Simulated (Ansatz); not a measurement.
**CHGe (doublet): from a generated start to a stationary point**

Where does this start of CHGe (doublet) end when it is relaxed?

The runs use Ansatz 0.2.0, Gaussian basis; UKS PBE0/def2-TZVP.

## (1) Starting geometry

3 atoms, charge 0, spin multiplicity 2.

Atoms are counted from 1 here; the program's logs count them from 0.

Bond lengths: Ge1–C2 1.771 Å, C2–H3 1.073 Å. Angles: Ge1–C2–H3 180.0°.

Coordinates:

```xyz
3
CHGe
Ge    0.0000    0.0000   -1.5384
C     0.0000    0.0000    0.2329
H     0.0000    0.0000    1.3055
```

The start was built by rule and, where that kept it together, relaxed with GFN2-xTB. Sticks and bond lists go by distance. No spin-orbit coupling is included. 

## (2) The run

File in.yaml:

```yaml
crystal:
  periodic: [false, false, false]
  atoms:
    - {symbol: Ge, position_ang: [0.000000, 0.000000, -1.538409]}
    - {symbol: C, position_ang: [0.000000, 0.000000, 0.232888]}
    - {symbol: H, position_ang: [0.000000, 0.000000, 1.305521]}
basis:
  gaussian: {orbitals: def2-TZVP}
magnetization: {spin_polarized: true, initial_magnetization: 1}
hamiltonian: {xc: pbe0}
relax: {f_tol: 0.004, max_steps: 80}
```

Started as:

```sh
ansatz run in.yaml --threads 1 --pin off --events-out ev --progress --plain --max-ram 2176MiB
```

Q: Predict the outcome of this session. Wanted: energy gained; shift from the start; total energy; dipole moment; ⟨S²⟩.

As calculated:

| quantity | value |
| --- | --- |
| steps | 3 |
| energy gained | 0.002 eV |
| shift from the start (rms) | 0.004 Å |
| total energy | -57559.6391 eV |
| dipole moment | 0.15 D |
| ⟨S²⟩ | 0.762 |

**Reading.** The bonds of the start are those of the end. C2–H3 went from 1.073 to 1.082 Å. No vibrations were run, so this is a stationary point, not a proven minimum, and this spin need not be the ground state's.
